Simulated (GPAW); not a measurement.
Set up this calculation in GPAW 26.7.0, as an ASE script.

```yaml
Task: relaxation of cell and atoms
Functional: PBEsol
Potentials_or_basis: PAW data sets generated in the run's folder for this functional
Cutoff: 800 eV
Basis: pw
k_mesh: 5 × 5 × 5
Occupations: fermi-dirac, width 0.05 eV
Spin: no spin polarisation
Maxiter: 150
Optimizer: BFGS
Fmax: 0.02 eV/Å
Max_steps: 60
Convergence: density=1e-05 forces=0.0001
```

Crystal: W3N4.

```
CELL_PARAMETERS angstrom
4.12200 0.00000 0.00000
0.00000 4.12200 0.00000
0.00000 0.00000 4.12200
ATOMIC_POSITIONS crystal
W 0.50000 0.00000 0.50000
W 0.00000 0.50000 0.50000
W 0.50000 0.50000 0.00000
N 0.00000 0.00000 0.50000
N 0.00000 0.50000 0.00000
N 0.50000 0.00000 0.00000
N 0.50000 0.50000 0.50000
```

The input as run:

run.py

```python
from ase import Atoms
from ase.filters import FrechetCellFilter
from ase.io import write
from ase.optimize import BFGS
from gpaw import GPAW, PW, setup_paths

setup_paths.insert(0, '.')

atoms = Atoms(['W', 'W', 'W', 'N', 'N', 'N', 'N'],
              cell=[[4.122, 0.0, 0.0],
                    [0.0, 4.122, 0.0],
                    [0.0, 0.0, 4.122]],
              scaled_positions=[[0.5, 0.0, 0.5],
                                [0.0, 0.5, 0.5],
                                [0.5, 0.5, 0.0],
                                [0.0, 0.0, 0.5],
                                [0.0, 0.5, 0.0],
                                [0.5, 0.0, 0.0],
                                [0.5, 0.5, 0.5]],
              pbc=True)

calc = GPAW(mode=PW(800),
            xc='PBEsol',
            kpts={'size': (5, 5, 5), 'gamma': True},
            occupations={'name': 'fermi-dirac', 'width': 0.05},
            nbands=55,
            convergence={'density': 1e-05, 'forces': 0.0001},
            maxiter=150,
            txt='gpaw.txt')
atoms.calc = calc
opt = BFGS(FrechetCellFilter(atoms), trajectory='relax.traj', logfile='-')
done = opt.run(fmax=0.02, steps=60)
calc.write('gs.gpw')
write('result.traj', atoms)
print('Converged:', done)
print('Cell:', atoms.cell.cellpar().round(4))
print('Volume:', round(atoms.get_volume(), 4))
print(atoms.get_scaled_positions().round(5))
```

Potentials or basis: PAW data sets generated in the run's folder for this functional, pw.

The run is started by

```sh
$ gpaw-setup -f PBEsol N W
$ OMP_NUM_THREADS=1 python run.py
```

Results of the run:

```json
{
 "Relaxed volume": "10.38 Å³/atom",
 "Relaxed cell": "a = 4.173 Å, b = 4.173 Å, c = 4.173 Å, α = 90.00°, β = 90.00°, γ = 90.00°",
 "Space group after relaxing (to 0.05 Å)": "Pm-3m (No. 221)",
 "Energy gained by relaxing": "18.8 meV/atom",
 "Ionic steps": "4",
 "Pressure after relaxing": "0.0 GPa",
 "Band gap on the k mesh": "none (metal or under the smearing width)"
}
```

Caveat: later steps reuse the first step's grids.

Wall time 2.3 min on 1 thread of Arm Neoverse V2, on a shared host, peak memory 0.27 GiB.
